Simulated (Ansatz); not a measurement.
# Al2GaH (triplet): from Hartree-Fock to the top rungs at a displaced geometry (v2), cc-pVDZ

Aim: climb from Hartree-Fock through coupled cluster for Al2GaH (triplet) at one geometry and basis, and see what each rung misses.

The runs use Ansatz 0.2.0, Gaussian basis; cc-pVDZ, core rule «outside noble gas», up to 24 orbitals frozen.

Plan: UHF; CCSD(T) on ROHF; CCSD(T) on UHF; BCCD(T) on ROHF; CISD as a restricted active space (open shells left free, so some higher excitations enter); CCSDT(Q) on ROHF; CCSDT(Q) on UHF.

34 further runs of the same task are left out: 2 for a known fault of the program, 16 that didn't finish, 16 set aside as unsound or not needed. Runs told in other sessions of the task aren't counted.

## (1) The geometry

The geometry is a PBE0/def2-TZVP stationary point (not a proven minimum) with its atoms shifted at random (size 0.100 Å). No spin-orbit coupling is included. The filled d shell of Ga may be among the frozen orbitals whatever the setting's name suggests.

4 atoms, charge 0, spin multiplicity 3.

Atoms are counted from 1 here; the program's logs count them from 0.

Bond lengths: Al1–Al2 2.576 Å, Al1–H4 1.906 Å, Al2–Ga3 2.587 Å, Al2–H4 1.789 Å. Angles: Al2–Al1–H4 44.0°, Al1–Al2–Ga3 99.1°, Al1–Al2–H4 47.7°, Ga3–Al2–H4 51.5°, Al1–H4–Al2 88.3°.

## (2) UHF

File in.yaml:

```yaml
crystal:
  periodic: [false, false, false]
  atoms:
    - {symbol: Al, position_ang: [0.085065, 0.663861, 2.575945]}
    - {symbol: Al, position_ang: [-0.079809, -1.221435, 0.828114]}
    - {symbol: Ga, position_ang: [-0.003189, 0.207769, -1.327041]}
    - {symbol: H, position_ang: [0.079920, 0.553563, 0.673160]}
basis:
  gaussian: {orbitals: cc-pVDZ}
magnetization: {spin_polarized: true, initial_magnetization: 2}
hamiltonian: {xc: hf}
output: {orbitals: {seedname: orbitals}}
```

On the command line:

```
$ ansatz run in.yaml --threads 1 --pin off --events-out ev --progress --plain --max-ram 2393MiB
```

The runs that follow: CCSD(T) on ROHF; CCSD(T) on UHF; BCCD(T) on ROHF; CISD as a restricted active space (open shells left free, so some higher excitations enter); CCSDT(Q) on ROHF; CCSDT(Q) on UHF.

Q: Predict the results of all the runs planned. Wanted: RCCSDT(Q) from the RHF energy; RMP2 from RCCSDT(Q); UMP2 from RCCSDT(Q); RCCSD from RCCSDT(Q); RCCSD(T) from RCCSDT(Q); UCCSD(T) from RCCSDT(Q); UCCSDT(Q) from RCCSDT(Q); T1 diagnostic.

The runs gave:

| quantity | value |
| --- | --- |
| RCCSDT(Q) from the ROHF energy | -5.9580 eV |
| RMP2 from RCCSDT(Q) | +135.9 kJ/mol |
| UMP2 from RCCSDT(Q) | +155.5 kJ/mol |
| RCCSD from RCCSDT(Q) | +38.4 kJ/mol |
| RCCSD(T) from RCCSDT(Q) | +8.2 kJ/mol |
| UCCSD(T) from RCCSDT(Q) | +8.8 kJ/mol |
| UCCSDT(Q) from RCCSDT(Q) | -0.4 kJ/mol |
| levels within 1 kcal/mol (43 meV) | RCCSDT, UCCSDT, UCCSDT(Q) |
| T1 diagnostic | 0.033 |

**Reading.** RCCSD(T) misses by +8.2 kJ/mol, 1.4 % of the correlation energy. These misses are within one basis, not against nature; the frozen cores of restricted and unrestricted runs differ, which can shift their rows.

With open shells the CI space here admits some higher excitations, so it is larger than plain CISD.
